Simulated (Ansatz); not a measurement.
# CuO: the cost of one run

Program: Ansatz 0.2.0, Gaussian basis. Level of theory: def2-TZVPP, core rule «outside noble gas», up to 10 orbitals frozen. These are calculated values, not measurements.

The runs, in order: UHF; CCSD(T) on ROHF; CCSD(T) on UHF; CCSDT(Q) on ROHF; CCSDT(Q) on UHF.

4 further runs of the same task are left out: 1 for a known fault of the program, 3 set aside as unsound or not needed.

**1. The system**

The geometry is a PBE0/def2-TZVP stationary point (not a proven minimum) of the parent state, kept for this charge and spin.

2 atoms, charge 1, spin multiplicity 3.

Atoms are counted from 1 here; the program's logs count them from 0.

Bond lengths: Cu1–O2 1.758 Å.

**2. UHF**

Contents of in.yaml:

```yaml
crystal:
  periodic: [false, false, false]
  atoms:
    - {symbol: Cu, position_ang: [0.000000, 0.000000, 0.000000]}
    - {symbol: O, position_ang: [0.000000, 0.000000, 1.758200]}
basis:
  gaussian: {orbitals: def2-TZVPP}
total_charge: 1
magnetization: {spin_polarized: true, initial_magnetization: 2}
hamiltonian: {xc: hf}
output: {orbitals: {seedname: orbitals}}
```

Started as:

```console
$ ansatz run in.yaml --threads 1 --pin off --events-out ev --progress --plain --max-ram 4096MiB --backend cpu
```

Q: Estimate wall time and peak memory on 1 thread of AMD EPYC 7R13, shared host.

About 9.5 s, with a peak of 0.28 GiB.
